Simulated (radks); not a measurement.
**Valence configurations of Zn⁺**

An exercise on one series of results from a longer session: the logs are not shown, and one member is left open.

Program: radks (a radial shooting solver on a logarithmic mesh, Libxc functionals) version 1. Level of theory: scalar-relativistic Kohn-Sham, PBE, spin-polarised, spherical densities, finite nucleus; open shells are filled with parallel spins first. These are calculated values, not measurements, unless marked.

## The atom as given

* element: zinc (Z = 30)
* charge: +1
* electrons: 29
* configuration: [Ar] 3d10 4s1
* nuclear rms radius: 3.9283 fm
* others tried: 3d9.5 4s1.5; 3d8.5 4s1.5 4p1; 3d10 4p1; 3d9.5 4s0.5 4p1; 3d9 4s1 4p1; 3d10 4s0.5 4p0.5; 3d9 4s2; 3d8 4s1 4p2; 3d8.5 4s0.5 4p2

Outer shells as boxes (Hund's rule):

Zn⁺
```
[Ar] core
3d [↑↓][↑↓][↑↓][↑↓][↑↓]
4s [↑ ]
```

Set-up of the first run:

The run's settings:

```text
Z 30
configuration [Ar] 3d10 4s1
relativity scalar-relativistic
functional pbe,pbe
spin polarised
nucleus finite rms 3.9283 fm
c 137.035999084
```

Among the steps run: [Ar] 3d10 4s1.

One table of the session follows, with a row left open; its other results are not shown here.

It belongs to the step «[Ar] 3d10 4s1». From the orbitals of this run (lengths in bohr):

```
  level     <r>  outermost maximum (interpolated)  90 % within  nodes
  3s up  0.6815                             0.588         1.02      2
3s down  0.6811                             0.588         1.02      2
  3p up  0.7141                             0.592         1.10      1
3p down  0.7132                             0.592         1.10      1
  3d up  0.9037                             0.567         1.59      0
3d down       ?                                 ?            ?      ?
  4s up   2.389                              1.99         3.60      3
4s down   2.389                              1.98         3.60      3
```

**Question.** Estimate the row for 3d down.

**Answer.** <r>: 0.8900; outermost maximum (interpolated): 0.566; 90 % within: 1.56; nodes: 0. In the column «<r>» it lies between 3p up (0.7141) and 3d up (0.9037).
